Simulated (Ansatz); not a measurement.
Debugging an atomisation energy of H6SSiSn, SMILES [SiH3][S][SnH3] (Ansatz's Python interface).

Script `h6ssisn.py`:
```python
# -*- coding: utf-8 -*-
"""Energy to split H6SSiSn into its atoms."""

from collections import Counter
import logging
import sys

import ansatz as az

logging.basicConfig(stream=sys.stdout, format="%(levelname)s %(message)s")
log = logging.getLogger("run")
log.setLevel(logging.INFO)


def single_point(molecule, charge=0, unpaired=0):
    calc = (
        molecule.calculation()
        .basis(gaussian="def2-TZVP")
        .functional("r2scan0")
    )
    if charge:
        calc = calc.charge(charge)
    if unpaired:
        calc = calc.spin("collinear", total=unpaired)
    report = calc.run(threads=1).report
    if report["published_state_doubts"]:
        print("  doubts:", report["published_state_doubts"])
    return report["free_energy_ev"]

GEOMETRY = """
Si   -0.74850    1.04630   -0.95450
S     1.27410    0.54210   -0.89710
Sn    0.85650   -1.04770    0.86230
H    -1.53310   -0.08150   -1.29570
H    -0.99480    2.11140   -2.01670
H    -1.21020    1.64150    0.33870
H     2.42720   -1.81400    1.31950
H    -0.21020   -2.24320    0.31870
"""

h6ssisn = az.Crystal.molecule()
for line in GEOMETRY.strip().splitlines():
    symbol, *xyz = line.split()
    h6ssisn = h6ssisn.atom(symbol, [float(v) for v in xyz])

# unpaired electrons of the ground-state atoms
unpaired = {"Si": 2, "S": 2, "Sn": 2, "H": 1}
counts = Counter(site.symbol for site in h6ssisn.cartesian_sites)
atom_energy = {s: single_point(az.Crystal.molecule().atom(s, (0, 0, 0)), 0, unpaired[s]) for s in counts}
whole = single_point(h6ssisn, 0, 0)
for s, e in atom_energy.items():
    log.info(f"{s:2s} x{counts[s]}  {e:14.5f} eV")
log.info(f"H6SSiSn: {whole:.5f} eV")
split = sum(counts[s] * e for s, e in atom_energy.items()) - whole
log.info(f"atomisation energy (no zero-point term): {split:.3f} eV, {split / sum(counts.values()):.3f} eV an atom")
```

```console
$ python h6ssisn.py
INFO Si x1     -7873.33412 eV
INFO S  x1    -10832.40200 eV
INFO Sn x1     -5831.54503 eV
INFO H  x5       -13.60215 eV
INFO H6SSiSn: -24626.24582 eV
INFO atomisation energy (no zero-point term): 20.954 eV, 2.619 eV an atom
```

No error stopped it. What is wrong with the input all the same?

The fault: an atom is missing. Mended:

```diff
--- before
+++ after
@@ -38,2 +38,3 @@
 H    -0.21020   -2.24320    0.31870
+H     0.22740   -0.20120    2.30780
 """
```

The mended script runs so:

Running `python h6ssisn.py` prints:
```text
INFO Si x1     -7873.33412 eV
INFO S  x1    -10832.40200 eV
INFO Sn x1     -5831.54503 eV
INFO H  x6       -13.60215 eV
INFO H6SSiSn: -24643.02732 eV
INFO atomisation energy (no zero-point term): 24.133 eV, 2.681 eV an atom
```

Reading the output:
- Total energies depend on the basis set; only differences at equal settings carry meaning.
- The geometry is a force-field or estimated start, not a minimum of this method, and the basis set is short of its limit. All parts are taken at fixed geometry, without zero-point energy.
- def2 sets replace the cores of elements past krypton by effective core potentials.
- The spin-orbit lowering of heavy atoms is left out.
- The whole script took 5.3 s on 1 thread of AMD EPYC 9B45 (Zen 5), on a shared host, peak memory 0.4 GiB.
